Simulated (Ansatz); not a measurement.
# PdAuC6N6: the cost of one run

Computed with Ansatz 0.2.0 (DFT PBE, scalar-relativistic, plane waves, PAW, unless a step's input says otherwise).

1 further run of the same task is left out (it didn't finish).

## Step 1: Starting point

Symmetry: Fm-3m, No. 225, cubic system. Conventional cell: a = 10.234 Å, b = 10.234 Å, c = 10.234 Å, α = 90.00°, β = 90.00°, γ = 90.00°. Pd (site symmetry m-3m) has 6 N at 2.03 Å in its first shell of neighbours. Around C (site symmetry 4mm) lie 1 N at 1.17 Å and 1 Au at 1.92 Å. Au (site symmetry m-3m) is surrounded by 6 C at 1.92 Å. N (site symmetry 4mm) has 1 C at 1.17 Å and 1 Pd at 2.03 Å in its first shell of neighbours.

As a file:

```cif
data_structure
_symmetry_space_group_name_H-M 'Fm-3m'
_symmetry_Int_Tables_number 225
_cell_length_a 10.2340
_cell_length_b 10.2340
_cell_length_c 10.2340
_cell_angle_alpha 90.000
_cell_angle_beta 90.000
_cell_angle_gamma 90.000
_cell_volume 1071.86
loop_
_atom_site_label
_atom_site_type_symbol
_atom_site_symmetry_multiplicity
_atom_site_Wyckoff_symbol
_atom_site_fract_x
_atom_site_fract_y
_atom_site_fract_z
_atom_site_occupancy
Pd1 Pd 4 b 0.50000 0.00000 0.00000 1
C1 C 24 e 0.18732 0.00000 0.00000 1
Au1 Au 4 a 0.00000 0.00000 0.00000 1
N1 N 24 e 0.30164 0.00000 0.00000 1
```

A structure generator made this guess: cyanide-bridged rock-salt net of two metals, 0 guest cations a cell (Fm-3m, No. 225). Lengths come from tabulated atomic sizes and are only a guess.

## Step 2: Probe: one point on a coarse mesh

Input file input.yaml:

```yaml
crystal:
  lattice:
    - [0.0, 5.117, 5.117]
    - [5.117, 0.0, 5.117]
    - [5.117, 5.117, 0.0]
  atoms:
    - { symbol: Pd, position: [0.5, 0.5, 0.5] }
    - { symbol: C, position: [0.81268321, 0.18731679, 0.18731679] }
    - { symbol: C, position: [0.18731679, 0.81268321, 0.18731679] }
    - { symbol: C, position: [0.18731679, 0.18731679, 0.81268321] }
    - { symbol: C, position: [0.18731679, 0.81268321, 0.81268321] }
    - { symbol: C, position: [0.81268321, 0.18731679, 0.81268321] }
    - { symbol: C, position: [0.81268321, 0.81268321, 0.18731679] }
    - { symbol: Au, position: [0.0, 0.0, 0.0] }
    - { symbol: "N", position: [0.69835841, 0.30164159, 0.30164159] }
    - { symbol: "N", position: [0.30164159, 0.69835841, 0.30164159] }
    - { symbol: "N", position: [0.30164159, 0.30164159, 0.69835841] }
    - { symbol: "N", position: [0.30164159, 0.69835841, 0.69835841] }
    - { symbol: "N", position: [0.69835841, 0.30164159, 0.69835841] }
    - { symbol: "N", position: [0.69835841, 0.69835841, 0.30164159] }
basis:
  ecutwfc: 420
kpoints:
  mp_grid: { grid: [4, 4, 4] }
hamiltonian:
  xc: pbe
scf:
  occupations: { method: gaussian, width: 0.1 }
  lower_state_search: "off"
output:
  forces: true
  stress: true
  eigenvalues: true
```

Command:

```bash
$ ansatz run input.yaml --threads 1 --pin off --max-ram 2560MiB --backend cpu --events-out ev --progress --plain --runs-dir out
```

What time and memory should one allow on 1 thread of Intel Xeon at 2.50GHz (Skylake/Cascade Lake), shared host?

About 17 s, with a peak of 0.57 GiB.
